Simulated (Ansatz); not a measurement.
# Mn3P2: what a guessed cell relaxes into

The task: take a trial cell of Mn3P2 to zero force and stress.

Computed with Ansatz 0.2.0 (DFT PBE, scalar-relativistic, plane waves, PAW, unless a step's input says otherwise).

## (1) The structure to begin with

The structure is cubic, space group Pm-3m (No. 221). The conventional cell has a = 4.504 Å, b = 4.504 Å, c = 4.504 Å, α = 90.00°, β = 90.00°, γ = 90.00°. Mn (site symmetry 4/mmm) has 6 P at 2.25 to 3.18 Å and 8 Mn at 3.18 Å in its first shell of neighbours. P (site symmetry m-3m) has 6 Mn at 2.25 Å in its first shell of neighbours. P (site symmetry m-3m) has 12 Mn at 3.18 Å in its first shell of neighbours.

Coordinates:

```
CELL_PARAMETERS angstrom
4.50365 0.00000 0.00000
0.00000 4.50365 0.00000
0.00000 0.00000 4.50365
ATOMIC_POSITIONS crystal
Mn 0.50000 0.00000 0.00000
Mn 0.00000 0.50000 0.00000
Mn 0.00000 0.00000 0.50000
P 0.00000 0.00000 0.00000
P 0.50000 0.50000 0.50000
```

A structure generator made this guess: random cell by space group and Wyckoff sites (Pm-3m, No. 221). The dimensions are guesses.

## (2) Probe: one point on a coarse mesh

input.yaml reads:

```yaml
crystal:
  lattice:
    - [4.50364834, 0.0, 0.0]
    - [0.0, 4.50364834, 0.0]
    - [0.0, 0.0, 4.50364834]
  atoms:
    - { symbol: Mn, position: [0.5, 0.0, 0.0], spin: 4.0 }
    - { symbol: Mn, position: [0.0, 0.5, 0.0], spin: 4.0 }
    - { symbol: Mn, position: [0.0, 0.0, 0.5], spin: -4.0 }
    - { symbol: P, position: [0.0, 0.0, 0.0] }
    - { symbol: P, position: [0.5, 0.5, 0.5] }
basis:
  ecutwfc: 420
kpoints:
  mp_grid: { grid: [4, 4, 4] }
hamiltonian:
  xc: pbe
scf:
  occupations: { method: gaussian, width: 0.1 }
  lower_state_search: "off"
output:
  forces: true
  stress: true
  eigenvalues: true
  populations: true
magnetization:
  spin_polarized: true
```

The run is started by

```console
$ ansatz run input.yaml --threads 1 --pin off --max-ram 2560MiB --backend cpu --events-out ev --progress --plain --runs-dir out
```

Further runs follow: rough relaxation on the coarse mesh; final relaxation.

What does the calculation give? Wanted: conventional cell; volume; energy over the elements, black P; gap on the mesh; total moment.

As calculated:

```
                              quantity                                                                      value
symmetry at the end (tolerance 0.05 Å)                                                space group Pm-3m (No. 221)
                     conventional cell  a = 4.365 Å, b = 4.365 Å, c = 4.365 Å, α = 90.00°, β = 90.00°, γ = 90.00°
                                volume                                                              16.63 Å³/atom
     energy over the elements, black P                                                              +0.34 eV/atom
                       gap on the mesh                                                               none (metal)
                          total moment                                                               3.31 μB/cell
```

**Reading.** The space group Pm-3m (No. 221) is kept (read at 0.05 Å; 0.001 Å gives P4/mmm (No. 123)), and the volume per atom shrinks by 9.0 % from the first guess. The formation energy is positive, so the separate elements lie lower. No finished test with a distortion of lower symmetry is shown, so the end may be a saddle point. Other magnetic orders were not searched.
